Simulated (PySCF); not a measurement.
# singlet CaH+: levels of theory compared

We compute a comparison of 4 runs (BHLYP/def2-TZVPP, BLYP/def2-TZVPP, PBE/def2-TZVPP, wB97M-V/def2-TZVPP) of singlet CaH+. 

The calculation is run with PySCF 2.14.0.

2 further runs of the same task are left out: 2 set aside as unsound or not needed.

### 1 The molecule

CaH+ has 2 atoms, charge +1, and is taken as a singlet. As SMILES of the parent species, `[CaH]`. The shape is that of a PBE0-D4/def2-TZVP optimisation. That shape belongs to the parent species and isn't relaxed for this state.

Bond lengths: Ca1–H2 1.990 Å.

### 2 A single-point energy at BHLYP/def2-TZVPP (run 1)

Contents of run.py:

```python
from pyscf import gto, dft

mol = gto.Mole()
mol.atom = '''
Ca   0.000000   0.000000   0.020040
H    0.000000   0.000000   2.009840
'''
mol.charge = 1
mol.spin = 0
mol.max_memory = 1860
mol.verbose = 4
mol.basis = 'def2-tzvpp'
mol.build()

myscf = dft.RKS(mol, xc='bhandhlyp')
myscf.grids.level = 5
myscf.conv_tol = 1e-10
myscf.kernel()
if not myscf.converged:
    myscf = myscf.newton().run(myscf.mo_coeff, myscf.mo_occ)

e_final = myscf.e_tot
print(f'total energy: {e_final:.8f} hartree')
```

The run is started by

```bash
$ OMP_NUM_THREADS=1 python run.py
```

What it wrote:

```text
PySCF version 2.14.0

[... 68 lines left out ...]
converged SCF energy = -677.927133055317
total energy: -677.92713306 hartree
```

It took 2.2 s on 1 thread of Arm Neoverse V1, shared host; peak memory 0.25 GiB.

### 3 A single-point energy at BLYP/def2-TZVPP (run 2)

Contents of job.py:

```python
from pyscf import gto, dft

molecule = gto.M(
    atom='''
Ca       0.000000       0.000000       0.020040
H        0.000000       0.000000       2.009840
''',
    verbose=4,
    basis='def2-tzvpp',
    max_memory=1860,
    spin=0,
    charge=1,
)

mf = dft.RKS(molecule)
mf.xc = 'blyp'
mf.conv_tol = 1e-10
mf.grids.level = 5
mf.kernel()
if not mf.converged:
    mf = mf.newton().run(mf.mo_coeff, mf.mo_occ)

energy = mf.e_tot
print(f'total energy: {energy:.8f} hartree')
```

The run is started by

```bash
$ OMP_NUM_THREADS=1 python job.py
```

What it wrote:

```text
PySCF version 2.14.0

[... 70 lines left out ...]
converged SCF energy = -677.923976361723
total energy: -677.92397636 hartree
```

It took 2.2 s on 1 thread of Arm Neoverse V1, shared host; peak memory 0.25 GiB.

Run 3 isn't shown in full; the table further down has it.

### 4 A single-point energy at wB97M-V/def2-TZVPP (run 4)

Contents of input.py:

```python
from pyscf import gto, dft

mol = gto.Mole()
mol.atom = '''
Ca     0.000000     0.000000     0.037870
H      0.000000     0.000000     3.798047
'''
mol.verbose = 3
mol.max_memory = 1860
mol.unit = 'bohr'
mol.basis = 'def2-tzvpp'
mol.charge = 1
mol.build()

myscf = dft.RKS(mol, xc='wb97m-v')
myscf.nlcgrids.level = 1
myscf.conv_tol = 1e-10
myscf.grids.level = 5
myscf.kernel()
if not myscf.converged:
    myscf = myscf.newton().run(myscf.mo_coeff, myscf.mo_occ)

energy = myscf.e_tot
print('Final energy', energy)
```

The run is started by

```bash
$ OMP_NUM_THREADS=1 python input.py
```

What it wrote:

```text
converged SCF energy = -677.884691194543
Final energy -677.8846911945434
```

Run time: 9 s. Hardware: 1 thread of Arm Neoverse V1, shared host; peak memory 0.28 GiB.

### 5 All runs side by side

```tsv
run	level	nlc grid	energy (Eh)	HOMO energy (eV)	LUMO energy (eV)	HOMO–LUMO gap (eV)	wall time
1	BHLYP/def2-TZVPP	–	-677.927133	-12.60	-6.83	5.77	2.2 s
2	BLYP/def2-TZVPP	–	-677.923976	-10.63	-8.13	2.51	2.2 s
3	PBE/def2-TZVPP	–	-677.690728	-10.63	-8.00	2.64	2.3 s
4	wB97M-V/def2-TZVPP	1	-677.884691	-13.72	-5.97	7.75	9 s
```

### 6 Summary of results

| quantity | value |
| --- | --- |
| run 4: total energy | -677.88469 Eh |
| run 4: HOMO energy | -13.72 eV |
| run 4: LUMO energy | -5.97 eV |
| run 4: HOMO–LUMO gap | 7.75 eV |

What this shows: The HOMO–LUMO gap runs from 2.51 eV (BLYP/def2-TZVPP) to 7.75 eV (wB97M-V/def2-TZVPP). Totals of different functionals can't be ranked against each other. All runs together took 16 s, the longest 9 s.
